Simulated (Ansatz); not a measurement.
B₂FH₅Si, SMILES BB(F)[SiH3], a single point in a Gaussian basis

Run with the Python package of Ansatz (0.2.0).

Contents of `b2fh5si.xyz`:
```text
9

B    -0.24860    1.23440   -1.12120
B     0.60200    0.07740   -0.43330
F     1.90970   -0.18720   -0.92210
Si   -0.05680   -0.95310    1.02350
H     0.15540    1.90660   -2.03920
H    -1.39100    1.51790   -0.74770
H     0.88750   -1.95310    1.47360
H    -1.30750   -1.63610    0.56200
H    -0.46240   -0.05290    2.18740
```

The script, `b2fh5si_energy.py`:
```python
'''Single point of B2FH5Si in a Gaussian basis.'''

from dataclasses import dataclass
from pathlib import Path

import ansatz as az


@dataclass(frozen=True)
class RunConfig:
    basis_set: str = 'def2-SVP'
    method: str = 'mp2'


opts = RunConfig()


def main() -> None:
    system = az.Crystal.molecule_from_extxyz('b2fh5si.xyz')

    base = (
        system.calculation()
        .basis(gaussian=opts.basis_set)  # atom-centred Gaussian functions
        .correlation(opts.method)
        .orbitals()
    )
    res = base.run(runs_dir='runs')
    r = res.report

    print(f'E = {r["free_energy_ev"]:.6f} eV = {r["free_energy_ev"] / 27.211386246:.7f} Ha')
    print('converged:', r['converged'], ' doubts:', r['published_state_doubts'] or 'none')

    parts = r['correlation']
    for name in ('random_phase', 'coupled_cluster', 'perturbative'):
        if name in parts:
            print(f'{name:16s} {parts[name]["energy"]["hartree"]:12.7f} Ha')
    if 'second_order' in parts:
        pair = parts['second_order']
        print(f'MP2 same spin {pair["same_spin"]["hartree"]:.7f} Ha, opposite spin {pair["opposite_spin"]["hartree"]:.7f} Ha')

    field = r['mean_field']
    print('<S^2> =', round(abs(field['state']['spin_squared']), 4), ' all-electron relativity setting:', field['relativity'])
    print('passes:', field['passes'])
    if 'symmetry' in field:
        print('occupied orbitals by irrep:', field['symmetry']['occupied'])

    lines = Path(r['orbitals_path']).read_text().splitlines()
    field_of = lambda key: [line.split('=')[1].strip() for line in lines if line.startswith(key)]
    orbitals = [(27.211386 * float(e), s, float(n)) for e, s, n in zip(field_of('Ene='), field_of('Spin='), field_of('Occup='))]
    homo = max(e for e, _, n in orbitals if n > 0.5)
    lumo = min(e for e, _, n in orbitals if n < 0.5)
    for e, spin, n in sorted(orbitals):
        if homo - 6 < e < lumo + 5:
            print(f'{spin:6s} {e:10.3f} eV  occupation {n:.0f}')


if __name__ == '__main__':
    main()
```

`python b2fh5si_energy.py` gives:
```text
E = -11996.078478 eV = -440.8477528 Ha
converged: True  doubts: none
MP2 same spin -0.0939398 Ha, opposite spin -0.3528890 Ha
<S^2> = 0.0  all-electron relativity setting: none
passes: {'evaluations': 12, 'products': 42}
occupied orbitals by irrep: [{'A': 19}, {'A': 19}]
Alpha     -14.941 eV  occupation 2
Alpha     -13.402 eV  occupation 2
Alpha     -13.161 eV  occupation 2
Alpha     -13.127 eV  occupation 2
Alpha     -11.322 eV  occupation 2
Alpha      -0.148 eV  occupation 0
Alpha       3.419 eV  occupation 0
Alpha       4.344 eV  occupation 0
```

Caveats:
- These settings explore the input space; basis and method may be short of convergence.
- The geometry is a force-field or estimated start, not a minimum of this method, and the basis set is short of its limit.
- Alpha marks a spatial orbital of a restricted run, filled by both spins.
- Levels such as HOMO and LUMO are orbital energies: in Hartree-Fock the gap is too wide and the LUMO hangs on the basis.
- S² is that of the Hartree-Fock reference.
- Timing: 1.3 s on 1 thread of Arm Neoverse V1, on a shared host, peak memory 0.18 GiB.
